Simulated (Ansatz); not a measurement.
Run this with Ansatz's Python interface and show what comes out.

Script `ase_relax_lu.py`:
```python
"""Relax Lu with an ASE optimiser on Ansatz forces."""

from dataclasses import dataclass
import warnings

import ansatz as az
from ase import Atoms
from ase.calculators.calculator import Calculator, all_changes
from ase.filters import FrechetCellFilter
from ase.optimize import BFGS
from ase.units import GPa
import numpy as np


@dataclass(frozen=True)
class Settings:
    mesh: tuple[int, ...] = (7, 7, 4)
    smearing: str = "fermi_dirac"
    functional: str = "pbe"


cfg = Settings()


class DFT(Calculator):
    implemented_properties = ["energy", "free_energy", "forces", "stress"]

    def calculate(self, atoms=None, properties=("energy",), system_changes=all_changes):
        super().calculate(atoms, properties, system_changes)
        bare = self.atoms.copy()
        bare.set_constraint()
        bare.set_momenta(None)
        job = (
            az.Crystal.from_ase(bare).calculation()
            .kpoints(*cfg.mesh)
            .occupations(cfg.smearing)  # the run then minimises F = E - TS
            .functional(cfg.functional)
            .forces()
            .stress()  # positive in compression
        )
        report = job.run(threads=1).report
        self.results["free_energy"] = report["lagrangian_ev"]
        self.results["energy"] = report.get("lagrangian_sigma0_ev", report["lagrangian_ev"])
        self.results["forces"] = np.array(report["forces_ev_ang"])
        s = -np.array(report["stress_gpa"]) * GPa  # ASE counts tension as positive
        self.results["stress"] = s[[0, 1, 2, 1, 0, 0], [0, 1, 2, 2, 2, 1]]

warnings.simplefilter("ignore")
atoms = Atoms(
    ["Lu", "Lu"],
    cell=[(3.5031, 0.0, 0.0), (-1.75155, 3.03377, 0.0), (0.0, 0.0, 5.5509)],
    scaled_positions=[
        (1 / 3, 2 / 3, 0.25),
        (2 / 3, 1 / 3, 0.75),
    ],
    pbc=True,
)
atoms.calc = DFT()
before = atoms.get_potential_energy(), atoms.get_volume()
target = FrechetCellFilter(atoms)
optimiser = BFGS(target, logfile=None)


def tell():
    fmax = np.linalg.norm(target.get_forces(), axis=1).max()
    print(f"step {optimiser.nsteps:2d}  E = {atoms.get_potential_energy():.5f} eV  fmax = {fmax:.4f}  V = {atoms.get_volume():.3f} A^3")


optimiser.attach(tell)
met = optimiser.run(fmax=0.02, steps=12)
print("threshold met:", bool(met), " energy gained:", round(before[0] - atoms.get_potential_energy(), 5), "eV")
print("cell lengths and angles:", np.round(atoms.cell.cellpar(), 3))
print(np.round(atoms.get_scaled_positions(), 4))
```

`python ase_relax_lu.py` gives:
```text
step  0  E = -29464.85653 eV  fmax = 0.2399  V = 58.993 A^3
step  1  E = -29464.85765 eV  fmax = 0.2104  V = 58.862 A^3
step  2  E = -29464.86198 eV  fmax = 0.0499  V = 58.034 A^3
step  3  E = -29464.86203 eV  fmax = 0.0425  V = 58.071 A^3
step  4  E = -29464.86231 eV  fmax = 0.0019  V = 58.240 A^3
threshold met: True  energy gained: 0.00578 eV
cell lengths and angles: [  3.507   3.507   5.469  90.     90.    120.   ]
[[0.3333 0.6667 0.25  ]
 [0.6667 0.3333 0.75  ]]
```

Caveats:
- Absolute energies stand on the zero of these potentials, so only differences at equal settings mean something. A total without «per atom» is that of the whole cell that was run.
- The mesh is modest for a metal, so energies can be off by several to tens of meV an atom and pressures by half a GPa or more; differences at equal mesh fare better.
- Run time: 17 s on 1 thread of Arm Neoverse V2, with other jobs on the host, peak memory 0.45 GiB.
